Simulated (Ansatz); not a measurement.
TaN, space group P-6m2, a convergence test of the k-point mesh

Program: Ansatz 0.2.0, Python API.

Input file `tan.vasp`:
```text
TaN
1.0
   2.93800000    0.00000000    0.00000000
  -1.46900000    2.54438264    0.00000000
   0.00000000    0.00000000    2.88300000
Ta N
1 1
Direct
   0.33333333    0.66666667    0.50000000
   0.00000000    0.00000000    0.00000000
```

Interactive session:
```pycon
>>> import ansatz as az
>>> from ase.io import read
>>> atoms = read("tan.vasp", format="vasp")
>>> xtal = az.Crystal.from_ase(atoms)
>>> xtal.resolved().tree()["lattice"]
((2.938, 0.0, 0.0), (-1.469, 2.54438264, 0.0), (0.0, 0.0, 2.883))
>>> model = (
...     xtal.calculation()
...     .functional("pbesol", dispersion="d4")
...     .basis(16 * az.Ha)
...     .occupations("Fermi-Dirac", width=0.05)
... )
>>> rows = []
>>> for value in [(3, 3, 3), (4, 4, 4), (5, 5, 5), (7, 7, 6), (9, 9, 8), (11, 11, 10)]:
...     r = model.kpoints(mesh=value).run(threads=1, backend="cpu").report
...     rows.append((value, r["free_energy_ev"] / len(r["lattice"]["sites"]), r["n_iterations"], r["n_kpoints"]))
...
>>> print("        mesh   F/atom (eV)    iterations      k-points")
        mesh   F/atom (eV)    iterations      k-points
>>> for row in rows:
...     print(f"{str(row[0]):>12s}  {row[1]:12.5f}  {row[2]:12d}  {row[3]:12d}")
...
   (3, 3, 3)   -5093.83859             6             6
   (4, 4, 4)   -5093.96551             6            12
   (5, 5, 5)   -5094.00639             6            15
   (7, 7, 6)   -5093.99949             6            32
   (9, 9, 8)   -5094.00025             6            60
(11, 11, 10)   -5094.00004             6            96
>>> # the last row is the reference
>>> for row in rows[:-1]:
...     shift = 1000 * (row[1] - rows[-1][1])
...     print(f"{row[0]}: {shift:+.2f} meV/atom" + ("  (within 2 meV)" if abs(shift) < 2 else ""))
...
(3, 3, 3): +161.45 meV/atom
(4, 4, 4): +34.53 meV/atom
(5, 5, 5): -6.35 meV/atom
(7, 7, 6): +0.54 meV/atom  (within 2 meV)
(9, 9, 8): -0.22 meV/atom  (within 2 meV)
```

From 7×7×6 on it stays within 2 meV an atom of the value at 11×11×10; the first row (3×3×3) is off by 161.5 meV and the last but one by 0.22 meV. It goes up and down, since the sum over k-points isn't variational.

Caveats:
- Spin is left out of this run.
- Dispersion corrections can be off by several per cent in the lattices of metals, and by several GPa in the pressure at a fixed cell.
- Spin-orbit coupling, which matters for elements this heavy, is left out.
- The structure is a deposited one; some such entries were measured under pressure or heat, so a shift against it needn't be the functional's error alone.
- Shifts are counted from the finest mesh, which is itself no proven limit.
- Run time: 11 s on 1 thread of Arm Neoverse V1, with other jobs on the host, peak memory 0.44 GiB.
